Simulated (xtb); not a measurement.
# ZrH4SO3 (SMILES [OH][Zr]([OH])([OH])[SH]) at GFN2-xTB

We compute the energy of ZrH4SO3. 

The results are computed with xtb 6.7.1.

4 further runs of the same task are left out: 4 set aside as unsound or not needed.

**1. The molecule**

The species is ZrH4SO3 (9 atoms), meant as a singlet with charge 0. SMILES: `[OH][Zr]([OH])([OH])[SH]`. Geometry: a GFN2-xTB relaxation, a rough one for these elements and not checked as a minimum. This is one conformer, not always the lowest.

Bond lengths: O1–Zr2 1.871 Å, Zr2–O3 1.872 Å, Zr2–O4 1.881 Å, Zr2–S5 2.454 Å, O1–H6 0.964 Å, O3–H7 0.967 Å, O4–H8 0.965 Å, S5–H9 1.344 Å. Angles: O1–Zr2–O3 113.0°, O1–Zr2–O4 115.0°, O1–Zr2–S5 112.1°, O3–Zr2–O4 114.7°, O3–Zr2–S5 99.2°, O4–Zr2–S5 101.0°, Zr2–O1–H6 133.0°, Zr2–O3–H7 124.8°, Zr2–O4–H8 131.2°, Zr2–S5–H9 90.0°.

**2. A single-point energy at GFN2-xTB**

Contents of xcontrol:

```
$scc
   broydamp=0.1
$end
```

Contents of coord:

```
$coord
     -1.207894041600      3.621093200008     -0.845954796950  o
     -0.251617033494      0.281191247344     -0.184361680718  zr
     -0.782157642983     -1.880315288525     -2.933780911220  o
     -1.344766904806     -1.001838304970      2.944816911788  o
      4.344329182425     -0.167883268912      0.232039470843  s
     -2.217234559285      4.387433835327     -2.153437405317  h
      0.344119127294     -3.231374981326     -3.429078128485  h
     -2.919362300889     -0.799921068554      3.841359677094  h
      4.034603070599     -1.208385370392      2.528396862966  h
$end
```

The run is started by

```console
$ xtb coord -I xcontrol -c 0 > xtb.out 2> xtb.err
```

**Question.** What will come out? Wanted: total energy; dipole moment; HOMO energy; LUMO energy; HOMO–LUMO gap; dispersion energy; mean polarisability.

**Answer.** As computed:

Level: GFN2-xTB.

| quantity | value |
| --- | --- |
| total energy | -19.20262 Eh |
| dipole moment | 4.43 D |
| HOMO energy | -10.15 eV |
| LUMO energy | -7.28 eV |
| HOMO–LUMO gap | 2.87 eV |
| dispersion energy | -11.84 kJ/mol |
| mean polarisability (D4 model) | 71.5 bohr³ |

Mulliken charges run from -0.65 on O4 to +1.22 on Zr2.
